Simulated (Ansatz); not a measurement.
**Ta (hcp type): how the settings move a single-point run**

Question: which choices in the input matter for Ta (hcp type)?

Program: Ansatz 0.2.0. Level of theory: reference: DFT, PBEsol, PAW with Ansatz's default frozen-core files, scalar-relativistic. These are calculated values, not measurements.

1 further run of the same task is left out (it didn't finish). Runs told in other sessions of the task aren't counted.

## (1) The starting structure

The structure is hexagonal, space group P6_3/mmc (No. 194). Conventional cell: a = 2.561 Å, b = 2.561 Å, c = 4.468 Å, α = 90.00°, β = 90.00°, γ = 120.00°. Ta (site symmetry -6m2) has 12 Ta at 2.56 to 2.68 Å in its first shell of neighbours.

Coordinates:

```
CELL_PARAMETERS angstrom
2.56139 0.00000 0.00000
-1.28069 2.21823 0.00000
0.00000 0.00000 4.46803
ATOMIC_POSITIONS crystal
Ta 0.33333 0.66667 0.25000
Ta 0.66667 0.33333 0.75000
```

## (2) Baseline

input.yaml reads:

```yaml
crystal:
  lattice:
    - [2.5613886669, 0.0, 0.0]
    - [-1.2806943335, 2.2182276545, 0.0]
    - [0.0, 0.0, 4.4680295488]
  atoms:
    - { symbol: Ta, position: [0.3333333333, 0.6666666667, 0.25] }
    - { symbol: Ta, position: [0.6666666667, 0.3333333333, 0.75] }
kpoints:
  mp_grid: { grid: [17, 17, 9] }
scf:
  occupations: { method: fermi_dirac, width: 0.1 }
hamiltonian:
  xc: pbesol
  pseudopotentials: { kind: paw }
output:
  forces: true
  stress: true
  eigenvalues: true
  populations: true
```

Run with:

```bash
$ ansatz run input.yaml --threads 1 --pin off --max-ram 2048MiB --backend cpu --events-out ev --progress --plain --runs-dir out
```

## (3) Changed: occupations.method tetrahedron_uncorrected, width left out

input.yaml: that of step 2 with these lines changed.

```diff
@@ -11,3 +11,3 @@
 scf:
-  occupations: { method: fermi_dirac, width: 0.1 }
+  occupations: { method: tetrahedron_uncorrected }
 hamiltonian:
```

What does the calculation give? Wanted: for each run, ending; energy change; pressure; gap; force.

**Answer**, as computed:

```
                                                          run     ending         energy change  pressure (GPa)  gap (eV)  force (eV/Å)  cycles   time
                                                    reference  converged                     0           136.4      0.00          0.00       6  3.6 s
1: occupations.method tetrahedron_uncorrected, width left out  converged  +36.9 meV/atom (σ→0)           136.7      0.00          0.00       6  3.1 s
```

Residual by cycle in the longest SCF loop of each run; runs are numbered as in the table. The quantity is the density residual dr2, in eV.

```
cycle  reference    run 1
    1     0.0366    0.036
    2     0.0148   0.0144
    3     1.9e-5   1.8e-5
    4     4.3e-6   3.3e-6
    5     7.7e-8   4.6e-8
    6    4.0e-10  6.2e-10
```

**Reading.** Changing the smearing moves the energy by +36.9 meV/atom (σ→0 values), and the pressure goes from 136.4 to 136.7 GPa. The structure is not at rest: the sound run finds 136 GPa, so these are no properties of the relaxed crystal. 
